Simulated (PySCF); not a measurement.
# A gas-phase reaction: AlH2IO2 + FH → AlFH2O2 + HI

Wanted: the reaction energy for `[OH][Al]([OH])[I]` + `F` → `[OH][Al]([OH])[F]` + `I`.

Computed with PySCF 2.14.0; each step states its level. No surroundings beyond the atoms listed, unless a continuum is named. Atoms count from 0, parts from 1.

## 1. The system as given

Each species was relaxed by itself at PBE0-D3(BJ)/def2-SVPD.

## 2. Reaction energy: wB97M-D3(BJ)/def2-TZVPD

What the job is given:

```
{"job": {"kind": "react", "xc": "wB97M-D3(BJ)", "basis": "def2-TZVPD"}, "charge": 0, "multiplicity": 1}
-1 AlH2IO2 charge 0 multiplicity 1
O     -1.409240     0.627130     0.657930
Al     0.004720    -0.043110    -0.004380
O      1.245520     1.027340    -0.455070
I      0.257230    -2.480820    -0.284250
H     -2.175790     0.117280     0.920050
H      2.079400     0.753810    -0.837300

-1 FH charge 0 multiplicity 1
F      0.457520     0.048530    -0.002850
H     -0.457520    -0.048530     0.002850

+1 AlFH2O2 charge 0 multiplicity 1
O      1.099070    -1.047550     0.689560
Al    -0.281830    -0.279200     0.074150
O     -0.216540     1.310800    -0.519840
F     -1.707960    -1.139500     0.071910
H      1.963580    -0.637600     0.727660
H     -0.957320     1.799420    -0.878510

+1 HI charge 0 multiplicity 1
I      0.809660    -0.012410     0.000540
H     -0.807500     0.011960    -0.000780
```

Level: wB97M-D3(BJ)/def2-TZVPD reaction energy of separated species, gas phase.

On the command line:

```sh
OMP_NUM_THREADS=1 python cluster_run.py task.json out
```

This one command runs all jobs of the session in turn.

What it wrote:

```text
species 1 (AlH2IO2)
coarse grid: 29688 points
cycle   1  E = -690.6957080096  dE = -4.091e+01  |g| = 3.100e+00  |ddm| = 2.060e+01
cycle   2  E = -691.2886727044  dE = -5.930e-01  |g| = 2.578e+00  |ddm| = 7.867e+00
cycle   3  E = -692.1930464985  dE = -9.044e-01  |g| = 1.761e-01  |ddm| = 2.733e+00
cycle   4  E = -692.1978094471  dE = -4.763e-03  |g| = 1.393e-01  |ddm| = 3.123e-01
cycle   5  E = -692.2006370472  dE = -2.828e-03  |g| = 1.468e-02  |ddm| = 1.102e-01
cycle   6  E = -692.2007548667  dE = -1.178e-04  |g| = 8.580e-03  |ddm| = 3.510e-02
cycle   7  E = -692.2007817079  dE = -2.684e-05  |g| = 4.033e-03  |ddm| = 1.412e-02
cycle   8  E = -692.2007881861  dE = -6.478e-06  |g| = 8.240e-04  |ddm| = 6.357e-03
final grid: 59096 points
cycle   9  E = -692.2008959638  dE = -5.451e-07  |g| = 6.003e-04  |ddm| = 2.885e-03
cycle  10  E = -692.2008960394  dE = -7.559e-08  |g| = 6.132e-04  |ddm| = 8.255e-04
cycle  11  E = -692.2008961037  dE = -6.427e-08  |g| = 1.018e-04  |ddm| = 4.404e-04
cycle  12  E = -692.2008961145  dE = -1.081e-08  |g| = 5.414e-05  |ddm| = 3.070e-04
cycle  13  E = -692.2008961160  dE = -1.464e-09  |g| = 1.098e-05  |ddm| = 1.380e-04
cycle  14  E = -692.2008961160  dE = -3.456e-11  |g| = 2.406e-06  |ddm| = 1.580e-05
converged SCF energy = -692.2008961160

species 2 (FH)
coarse grid: 7776 points
cycle   1  E = -100.4688234037  dE = -9.408e-02  |g| = 4.644e-01  |ddm| = 6.197e-01
cycle   2  E = -100.4725042831  dE = -3.681e-03  |g| = 5.038e-01  |ddm| = 3.808e-01
cycle   3  E = -100.5053188182  dE = -3.281e-02  |g| = 2.574e-02  |ddm| = 1.678e-01
cycle   4  E = -100.5053947961  dE = -7.598e-05  |g| = 5.006e-03  |ddm| = 1.077e-02
cycle   5  E = -100.5053994372  dE = -4.641e-06  |g| = 4.334e-04  |ddm| = 3.766e-03
final grid: 16976 points
cycle   6  E = -100.5053933633  dE = -6.428e-08  |g| = 1.039e-04  |ddm| = 8.214e-04
cycle   7  E = -100.5053933667  dE = -3.461e-09  |g| = 7.705e-05  |ddm| = 2.166e-04
cycle   8  E = -100.5053933675  dE = -7.796e-10  |g| = 2.124e-05  |ddm| = 3.711e-05
converged SCF energy = -100.5053933675

species 3 (AlFH2O2)
coarse grid: 26960 points
cycle   1  E = -494.1294602327  dE =  1.450e-01  |g| = 1.071e+00  |ddm| = 2.169e+00
cycle   2  E = -494.0915860676  dE =  3.787e-02  |g| = 1.256e+00  |ddm| = 1.502e+00
cycle   3  E = -494.3349882714  dE = -2.434e-01  |g| = 3.993e-02  |ddm| = 7.613e-01
cycle   4  E = -494.3355077543  dE = -5.195e-04  |g| = 1.353e-02  |ddm| = 5.236e-02
cycle   5  E = -494.3355669155  dE = -5.916e-05  |g| = 8.078e-03  |ddm| = 1.844e-02
cycle   6  E = -494.3355789854  dE = -1.207e-05  |g| = 2.382e-03  |ddm| = 5.522e-03
cycle   7  E = -494.3355807019  dE = -1.717e-06  |g| = 3.301e-04  |ddm| = 2.699e-03
final grid: 56656 points
cycle   8  E = -494.3356437364  dE = -2.369e-07  |g| = 2.228e-04  |ddm| = 2.366e-03
cycle   9  E = -494.3356437499  dE = -1.349e-08  |g| = 1.951e-04  |ddm| = 5.137e-04
cycle  10  E = -494.3356437568  dE = -6.824e-09  |g| = 4.774e-05  |ddm| = 1.097e-04
cycle  11  E = -494.3356437582  dE = -1.433e-09  |g| = 1.216e-05  |ddm| = 1.087e-04
cycle  12  E = -494.3356437583  dE = -1.056e-10  |g| = 4.519e-06  |ddm| = 2.977e-05
converged SCF energy = -494.3356437583

species 4 (HI)
coarse grid: 10504 points
cycle   1  E = -297.0645423923  dE = -4.120e+01  |g| = 2.946e+00  |ddm| = 1.945e+01
cycle   2  E = -297.7150013244  dE = -6.505e-01  |g| = 2.315e+00  |ddm| = 6.590e+00
cycle   3  E = -298.3805518938  dE = -6.656e-01  |g| = 1.385e-01  |ddm| = 2.118e+00
cycle   4  E = -298.3824021909  dE = -1.850e-03  |g| = 1.059e-01  |ddm| = 1.440e-01
cycle   5  E = -298.3837842707  dE = -1.382e-03  |g| = 6.134e-03  |ddm| = 5.443e-02
cycle   6  E = -298.3838155281  dE = -3.126e-05  |g| = 2.382e-03  |ddm| = 1.566e-02
cycle   7  E = -298.3838186685  dE = -3.140e-06  |g| = 3.677e-04  |ddm| = 4.966e-03
final grid: 19416 points
cycle   8  E = -298.3838560602  dE = -1.280e-07  |g| = 2.033e-04  |ddm| = 7.829e-04
cycle   9  E = -298.3838560784  dE = -1.815e-08  |g| = 1.526e-04  |ddm| = 3.335e-04
cycle  10  E = -298.3838560826  dE = -4.221e-09  |g| = 3.551e-05  |ddm| = 9.015e-05
cycle  11  E = -298.3838560838  dE = -1.205e-09  |g| = 4.158e-06  |ddm| = 1.006e-04
cycle  12  E = -298.3838560838  dE = -4.775e-12  |g| = 2.668e-07  |ddm| = 4.852e-06
converged SCF energy = -298.3838560838

Reaction energy = -7.851 kcal/mol
```

Run time: 45 s. Hardware: 1 thread of Arm Neoverse N1, shared host; peak memory 0.68 GiB.

Species by species (with the dispersion term, which the log's SCF energies lack):

```
 ν            species  energy (Eh)  HOMO (eV)
-1  [OH][Al]([OH])[I]   -692.20538     -10.17
-1                  F   -100.50563     -14.54
+1  [OH][Al]([OH])[F]   -494.33904     -12.00
+1                  I   -298.38449     -10.19
```

## 3. Energies of the species: PBE0-D3(BJ)/def2-TZVPD

Settings changed since step 2:

```diff
@@ -1,2 +1,2 @@
-{"job": {"kind": "react", "xc": "wB97M-D3(BJ)", "basis": "def2-TZVPD"}, "charge": 0, "multiplicity": 1}
+{"job": {"kind": "react", "xc": "PBE0", "basis": "def2-TZVPD", "disp": "d3bj"}, "charge": 0, "multiplicity": 1}
 -1 AlH2IO2 charge 0 multiplicity 1
```

Level: PBE0-D3(BJ)/def2-TZVPD reaction energy of separated species, gas phase.

What it wrote:

```text
species 1 (AlH2IO2)
coarse grid: 29688 points
cycle   1  E = -689.9276813618  dE = -4.036e+01  |g| = 3.446e+00  |ddm| = 2.067e+01
cycle   2  E = -688.8077717723  dE =  1.120e+00  |g| = 3.871e+00  |ddm| = 9.380e+00
cycle   3  E = -691.6827840744  dE = -2.875e+00  |g| = 5.577e-01  |ddm| = 4.657e+00
cycle   4  E = -691.7204274264  dE = -3.764e-02  |g| = 5.766e-01  |ddm| = 1.217e+00
cycle   5  E = -691.7856631293  dE = -6.524e-02  |g| = 9.730e-02  |ddm| = 4.404e-01
cycle   6  E = -691.7878736167  dE = -2.210e-03  |g| = 4.046e-02  |ddm| = 1.305e-01
cycle   7  E = -691.7881901084  dE = -3.165e-04  |g| = 7.428e-03  |ddm| = 3.933e-02
cycle   8  E = -691.7881998500  dE = -9.742e-06  |g| = 1.598e-03  |ddm| = 8.362e-03
final grid: 59096 points
cycle   9  E = -691.7882596046  dE = -3.920e-07  |g| = 1.153e-03  |ddm| = 3.934e-03
cycle  10  E = -691.7882595922  dE =  1.236e-08  |g| = 1.199e-03  |ddm| = 2.389e-03
cycle  11  E = -691.7882598289  dE = -2.367e-07  |g| = 3.507e-04  |ddm| = 1.160e-03
cycle  12  E = -691.7882598485  dE = -1.955e-08  |g| = 3.021e-05  |ddm| = 2.070e-04
cycle  13  E = -691.7882598486  dE = -1.237e-10  |g| = 9.092e-06  |ddm| = 2.433e-05
converged SCF energy = -691.7882598486

species 2 (FH)
coarse grid: 1712 points
cycle   1  E = -100.3540219787  dE = -3.606e-02  |g| = 4.957e-01  |ddm| = 6.253e-01
cycle   2  E = -100.3145062750  dE =  3.952e-02  |g| = 7.429e-01  |ddm| = 5.125e-01
cycle   3  E = -100.3937412348  dE = -7.923e-02  |g| = 2.284e-02  |ddm| = 2.892e-01
cycle   4  E = -100.3938168077  dE = -7.557e-05  |g| = 4.204e-03  |ddm| = 9.787e-03
cycle   5  E = -100.3938187912  dE = -1.983e-06  |g| = 3.553e-04  |ddm| = 1.247e-03
final grid: 16976 points
cycle   6  E = -100.3948394744  dE = -1.849e-05  |g| = 3.955e-03  |ddm| = 7.417e-03
cycle   7  E = -100.3948375948  dE =  1.880e-06  |g| = 5.435e-03  |ddm| = 3.318e-03
cycle   8  E = -100.3948415903  dE = -3.996e-06  |g| = 1.005e-04  |ddm| = 1.991e-03
cycle   9  E = -100.3948415917  dE = -1.310e-09  |g| = 1.790e-05  |ddm| = 3.966e-05
cycle  10  E = -100.3948415917  dE = -4.863e-11  |g| = 3.039e-06  |ddm| = 1.029e-05
converged SCF energy = -100.3948415917

species 3 (AlFH2O2)
coarse grid: 6128 points
cycle   1  E = -493.6232436901  dE =  2.804e-01  |g| = 1.195e+00  |ddm| = 2.284e+00
cycle   2  E = -493.1835341656  dE =  4.397e-01  |g| = 1.974e+00  |ddm| = 2.127e+00
cycle   3  E = -493.8678681328  dE = -6.843e-01  |g| = 7.660e-02  |ddm| = 1.421e+00
cycle   4  E = -493.8683975102  dE = -5.294e-04  |g| = 6.639e-02  |ddm| = 8.226e-02
cycle   5  E = -493.8690434358  dE = -6.459e-04  |g| = 8.459e-03  |ddm| = 3.356e-02
cycle   6  E = -493.8690542389  dE = -1.080e-05  |g| = 1.501e-03  |ddm| = 6.717e-03
cycle   7  E = -493.8690546459  dE = -4.070e-07  |g| = 3.682e-04  |ddm| = 1.118e-03
final grid: 56656 points
cycle   8  E = -493.8739254158  dE = -4.190e-05  |g| = 6.183e-03  |ddm| = 2.320e-02
cycle   9  E = -493.8739164238  dE =  8.992e-06  |g| = 9.449e-03  |ddm| = 9.168e-03
cycle  10  E = -493.8739313717  dE = -1.495e-05  |g| = 4.307e-04  |ddm| = 6.041e-03
cycle  11  E = -493.8739313915  dE = -1.988e-08  |g| = 2.452e-04  |ddm| = 2.859e-04
cycle  12  E = -493.8739313998  dE = -8.225e-09  |g| = 4.273e-05  |ddm| = 1.212e-04
cycle  13  E = -493.8739314000  dE = -2.541e-10  |g| = 5.943e-06  |ddm| = 2.652e-05
converged SCF energy = -493.8739314000

species 4 (HI)
coarse grid: 10504 points
cycle   1  E = -296.6657324864  dE = -4.069e+01  |g| = 3.285e+00  |ddm| = 1.949e+01
cycle   2  E = -296.5079631761  dE =  1.578e-01  |g| = 3.386e+00  |ddm| = 7.995e+00
cycle   3  E = -298.2898883126  dE = -1.782e+00  |g| = 3.368e-01  |ddm| = 3.379e+00
cycle   4  E = -298.2974591698  dE = -7.571e-03  |g| = 3.394e-01  |ddm| = 5.727e-01
cycle   5  E = -298.3177535894  dE = -2.029e-02  |g| = 3.355e-02  |ddm| = 2.194e-01
cycle   6  E = -298.3181036741  dE = -3.501e-04  |g| = 3.315e-03  |ddm| = 5.779e-02
cycle   7  E = -298.3181075089  dE = -3.835e-06  |g| = 8.409e-04  |ddm| = 5.114e-03
final grid: 19416 points
cycle   8  E = -298.3181033628  dE =  1.916e-08  |g| = 1.142e-03  |ddm| = 1.955e-03
cycle   9  E = -298.3181032129  dE =  1.499e-07  |g| = 1.570e-03  |ddm| = 1.826e-03
cycle  10  E = -298.3181036244  dE = -4.115e-07  |g| = 7.602e-05  |ddm| = 9.494e-04
cycle  11  E = -298.3181036256  dE = -1.189e-09  |g| = 9.423e-06  |ddm| = 9.230e-05
cycle  12  E = -298.3181036256  dE = -2.422e-11  |g| = 1.131e-06  |ddm| = 1.140e-05
converged SCF energy = -298.3181036256

Reaction energy = -4.729 kcal/mol
```

It took 23 s on 1 thread of Arm Neoverse N1, shared host; peak memory 0.63 GiB.

Reaction energy at this level: -4.73 kcal/mol.

## 4. Reaction energy: MP2/def2-TZVPD

Settings changed since step 3:

```diff
@@ -1,2 +1,2 @@
-{"job": {"kind": "react", "xc": "PBE0", "basis": "def2-TZVPD", "disp": "d3bj"}, "charge": 0, "multiplicity": 1}
+{"job": {"kind": "react", "xc": "MP2", "basis": "def2-TZVPD"}, "charge": 0, "multiplicity": 1}
 -1 AlH2IO2 charge 0 multiplicity 1
```

Level: MP2/def2-TZVPD reaction energy of separated species, gas phase.

What it wrote:

```text
species 1 (AlH2IO2)
final grid: 59096 points
cycle   1  E = -688.6445456606  dE = -4.203e+01  |g| = 2.807e+00  |ddm| = 2.076e+01
cycle   2  E = -689.4803340262  dE = -8.358e-01  |g| = 1.424e+00  |ddm| = 5.778e+00
cycle   3  E = -689.7342687387  dE = -2.539e-01  |g| = 1.258e-01  |ddm| = 1.535e+00
cycle   4  E = -689.7376076520  dE = -3.339e-03  |g| = 5.981e-02  |ddm| = 1.758e-01
cycle   5  E = -689.7382051152  dE = -5.975e-04  |g| = 1.286e-02  |ddm| = 5.019e-02
cycle   6  E = -689.7383332654  dE = -1.282e-04  |g| = 3.460e-03  |ddm| = 3.570e-02
cycle   7  E = -689.7383433293  dE = -1.006e-05  |g| = 1.286e-03  |ddm| = 8.122e-03
cycle   8  E = -689.7383445028  dE = -1.174e-06  |g| = 4.587e-04  |ddm| = 3.189e-03
cycle   9  E = -689.7383445667  dE = -6.383e-08  |g| = 9.094e-05  |ddm| = 7.038e-04
cycle  10  E = -689.7383445726  dE = -5.960e-09  |g| = 2.561e-05  |ddm| = 2.320e-04
cycle  11  E = -689.7383445732  dE = -5.435e-10  |g| = 6.634e-06  |ddm| = 6.078e-05
converged SCF energy = -689.7383445732

species 2 (FH)
final grid: 16976 points
cycle   1  E = -100.0371197848  dE = -1.649e-01  |g| = 4.007e-01  |ddm| = 6.032e-01
cycle   2  E = -100.0578875326  dE = -2.077e-02  |g| = 2.336e-01  |ddm| = 2.533e-01
cycle   3  E = -100.0646339785  dE = -6.746e-03  |g| = 2.356e-02  |ddm| = 8.091e-02
cycle   4  E = -100.0647514088  dE = -1.174e-04  |g| = 6.199e-03  |ddm| = 1.253e-02
cycle   5  E = -100.0647671211  dE = -1.571e-05  |g| = 1.459e-03  |ddm| = 5.122e-03
cycle   6  E = -100.0647683941  dE = -1.273e-06  |g| = 2.290e-04  |ddm| = 1.848e-03
cycle   7  E = -100.0647684285  dE = -3.438e-08  |g| = 1.958e-05  |ddm| = 4.211e-04
cycle   8  E = -100.0647684287  dE = -1.855e-10  |g| = 2.360e-06  |ddm| = 2.495e-05
converged SCF energy = -100.0647684287

species 3 (AlFH2O2)
final grid: 56656 points
cycle   1  E = -492.4495498863  dE = -6.058e-02  |g| = 8.262e-01  |ddm| = 2.102e+00
cycle   2  E = -492.5304968155  dE = -8.095e-02  |g| = 5.399e-01  |ddm| = 8.600e-01
cycle   3  E = -492.5740830102  dE = -4.359e-02  |g| = 4.126e-02  |ddm| = 3.042e-01
cycle   4  E = -492.5747377715  dE = -6.548e-04  |g| = 9.660e-03  |ddm| = 5.583e-02
cycle   5  E = -492.5747925558  dE = -5.478e-05  |g| = 3.549e-03  |ddm| = 1.555e-02
cycle   6  E = -492.5747990487  dE = -6.493e-06  |g| = 1.738e-03  |ddm| = 4.366e-03
cycle   7  E = -492.5748002889  dE = -1.240e-06  |g| = 4.066e-04  |ddm| = 2.360e-03
cycle   8  E = -492.5748003915  dE = -1.027e-07  |g| = 7.518e-05  |ddm| = 7.728e-04
cycle   9  E = -492.5748003950  dE = -3.514e-09  |g| = 2.295e-05  |ddm| = 1.460e-04
cycle  10  E = -492.5748003953  dE = -3.076e-10  |g| = 6.722e-06  |ddm| = 4.420e-05
converged SCF energy = -492.5748003953

species 4 (HI)
final grid: 19416 points
cycle   1  E = -296.2771647589  dE = -4.223e+01  |g| = 2.692e+00  |ddm| = 1.972e+01
cycle   2  E = -297.0399285011  dE = -7.628e-01  |g| = 1.310e+00  |ddm| = 4.987e+00
cycle   3  E = -297.2401023650  dE = -2.002e-01  |g| = 1.088e-01  |ddm| = 1.259e+00
cycle   4  E = -297.2419136527  dE = -1.811e-03  |g| = 4.877e-02  |ddm| = 1.163e-01
cycle   5  E = -297.2422636179  dE = -3.500e-04  |g| = 8.987e-03  |ddm| = 3.065e-02
cycle   6  E = -297.2423252301  dE = -6.161e-05  |g| = 1.607e-03  |ddm| = 1.920e-02
cycle   7  E = -297.2423280837  dE = -2.854e-06  |g| = 1.808e-04  |ddm| = 4.776e-03
cycle   8  E = -297.2423281091  dE = -2.537e-08  |g| = 2.336e-05  |ddm| = 6.453e-04
cycle   9  E = -297.2423281093  dE = -1.816e-10  |g| = 2.070e-06  |ddm| = 6.125e-05
converged SCF energy = -297.2423281093

Reaction energy = -5.002 kcal/mol
```

It took 12 s on 1 thread of Arm Neoverse N1, shared host; peak memory 0.46 GiB.

Reaction energy at this level: -5.00 kcal/mol.

## 5. Side by side

Energies in kcal/mol, with wall time:

```
                    run  reaction  time
wB97M-D3(BJ)/def2-TZVPD     -7.85  45 s
 PBE0-D3(BJ)/def2-TZVPD     -4.73  23 s
         MP2/def2-TZVPD     -5.00  12 s
```

## 6. Summary of results

| quantity | value |
| --- | --- |
| reaction energy (wB97M-D3(BJ)/def2-TZVPD) | -7.85 kcal/mol |
| ΔH, ΔG at 298 K (xTB thermal terms) | -9.5, -9.7 kcal/mol |
| range of the reaction energy over the runs of this table | -7.85 to -4.73 kcal/mol |

**Reading.** The reaction is exothermic by 9.5 kcal/mol in the gas phase; dispersion gives +0.44, and xTB itself gave -13.84 for the electronic energy (xTB energies and thermal terms come from the earlier relaxation of each species, not shown). No barrier was sought. The reaction energy runs from -7.85 (wB97M-D3(BJ)/def2-TZVPD) to -4.73 kcal/mol (PBE0-D3(BJ)/def2-TZVPD).
